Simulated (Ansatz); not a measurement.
# BH₃Br (doublet): from Hartree-Fock to the top rungs at distance Br1–H2 along a hydrogen transfer = 1.421 Å, cc-pVDZ

The task here is to estimate one member of a computed series from the others.

Program: Ansatz 0.2.0, Gaussian basis. Level of theory: cc-pVDZ, core rule «outside noble gas», up to 15 orbitals frozen. These are calculated values, not measurements.

Plan: UHF; CCSD(T) on ROHF; CCSD(T) on UHF; BCCD(T) on ROHF; CISD; CCSDT(Q) on ROHF; CCSDT(Q) on UHF; CASSCF and MRCISD+Q, 3 electrons in 3 orbitals; CASSCF and NEVPT2, 3 electrons in 3 orbitals.

16 further runs of the same task are left out: 9 for a known fault of the program, 1 for a mislabelled method, 6 that didn't finish.

### The geometry

The geometry derives from fragments relaxed apart (PBE0/def2-TZVP) and kept rigid, so it is no stationary point. A hydrogen atom is moved between rigid fragments. No spin-orbit coupling is included. The filled d shell of Br may be among the frozen orbitals whatever the setting's name suggests; the logs give the count.

5 atoms, charge 0, spin multiplicity 2.

Atoms are counted from 1 here; the program's logs count them from 0.

Bond lengths: Br1–H2 1.421 Å, B3–H4 1.191 Å, B3–H5 1.191 Å. Angles: H4–B3–H5 129.4°.

Set-up of the first run:

Contents of in.yaml:

```yaml
crystal:
  periodic: [false, false, false]
  atoms:
    - {symbol: Br, position_ang: [-0.427154, 0.000000, 0.000000]}
    - {symbol: H, position_ang: [0.993446, 0.000000, 0.000000]}
    - {symbol: B, position_ang: [2.502846, 0.000000, 0.000000]}
    - {symbol: H, position_ang: [3.011920, 0.000000, 1.077008]}
    - {symbol: H, position_ang: [3.011920, 0.000000, -1.077008]}
basis:
  gaussian: {orbitals: cc-pVDZ}
magnetization: {spin_polarized: true, initial_magnetization: 1}
hamiltonian: {xc: hf}
output: {orbitals: {seedname: orbitals}}
```

On the command line:

```sh
$ ansatz run in.yaml --threads 1 --pin off --events-out ev --progress --plain --max-ram 2393MiB
```

Steps of the session up to this table: UHF; CCSD(T) on ROHF; CCSD(T) on UHF; BCCD(T) on ROHF; CISD; CCSDT(Q) on ROHF; CCSDT(Q) on UHF; CASSCF and MRCISD+Q, 3 electrons in 3 orbitals; CASSCF and NEVPT2, 3 electrons in 3 orbitals.

One of the session's tables, all rows but one given; the rest of the session is left out.

It belongs to the step «Misses and costs». 

| method | from UCCSDT(Q) (kcal/mol) |
| --- | --- |
| ROHF | +155.85 |
| UHF | +152.41 |
| RMP2 | +24.27 |
| UMP2 | +24.88 |
| CISD | +15.24 |
| RCCSD | +3.49 |
| UCCSD | +3.39 |
| RCCSD(T) | +0.66 |
| UCCSD(T) | +0.66 |
| BCCD(T) | +0.66 |
| RCCSDT | +0.22 |
| UCCSDT | +0.20 |
| RCCSDT(Q) | ? |
| UCCSDT(Q) | 0 |
| CASSCF pair | +145.04 |
| NEVPT2 pair | +24.40 |
| MRCISD pair | +13.46 |
| MRCISD+Q pair | +0.91 |

**Question.** Estimate the row for RCCSDT(Q).

The run gave: from UCCSDT(Q) (kcal/mol): +0.02. In the column «from UCCSDT(Q) (kcal/mol)» it lies between UCCSDT(Q) (0) and UCCSDT (+0.20).

Caveats from the session: Restricted and unrestricted rows rest on different reference determinants; where their highest levels disagree by more than a few hundredths of an eV, they describe different states and don't form one ladder.
